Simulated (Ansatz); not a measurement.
**SnSe2: relaxation of cell and atoms with RPBE+D4**

SnSe2:

```
CELL_PARAMETERS angstrom
3.81100 0.00000 0.00000
-1.90550 3.30042 0.00000
0.00000 0.00000 6.13600
ATOMIC_POSITIONS crystal
Sn 0.00000 0.00000 0.00000
Se 0.66667 0.33333 0.75100
Se 0.33333 0.66667 0.24900
```

- Program: Ansatz 0.2.0
- Task: relaxation of cell and atoms
- Functional: RPBE
- Dispersion: D4
- Potentials or basis: Ansatz PAW
- Cutoff: 420 eV (not typed: the program's choice for these potentials)
- k mesh: 8 × 8 × 5
- Occupations: fermi-dirac, width 0.05 eV
- Spin: no spin polarisation

```json
{
  "Relaxed volume": "24.72 Å³/atom",
  "Relaxed cell": "a = 3.817 Å, b = 3.817 Å, c = 5.876 Å, α = 90.00°, β = 90.00°, γ = 120.00°",
  "Space group after relaxing (to 0.05 Å)": "P-3m1 (No. 164)",
  "Energy gained by relaxing": "26.4 meV/atom",
  "Ionic steps": "6",
  "Pressure after relaxing": "0.0 GPa"
}
```

The path:
```csv
step,energy change (eV),largest force (eV/Å),volume (Å³)
1,0.0000,0.8279,77.18
2,-0.0711,0.0111,76.28
3,-0.0787,0.0023,74.23
4,-0.0796,0.0016,74.02
5,-0.0797,0.0018,74.15
6,-0.0791,0.0020,74.15
```

Final structure:
```cif
data_structure
_symmetry_space_group_name_H-M 'P 1'
_symmetry_Int_Tables_number 1
_cell_length_a 3.8173
_cell_length_b 3.8173
_cell_length_c 5.8760
_cell_angle_alpha 90.000
_cell_angle_beta 90.000
_cell_angle_gamma 120.000
_cell_volume 74.15
loop_
_atom_site_label
_atom_site_type_symbol
_atom_site_fract_x
_atom_site_fract_y
_atom_site_fract_z
_atom_site_occupancy
Sn1 Sn 0.00000 0.00000 0.00000 1
Se1 Se 0.66667 0.33333 0.72827 1
Se2 Se 0.33333 0.66667 0.27173 1
```

It took 30 s on 2 threads of Intel(R) Xeon(R) Processor @ 2.50GHz (Skylake/Cascade Lake), with other jobs on the host, peak memory 0.44 GiB.

Caveat: the plane-wave basis is chosen anew once the cell has moved, so the energies of steps on either side of that aren't comparable; the PAW data sets come from PBE, with cores solved anew for the run's functional, which leaves a small shift of forces and pressure.
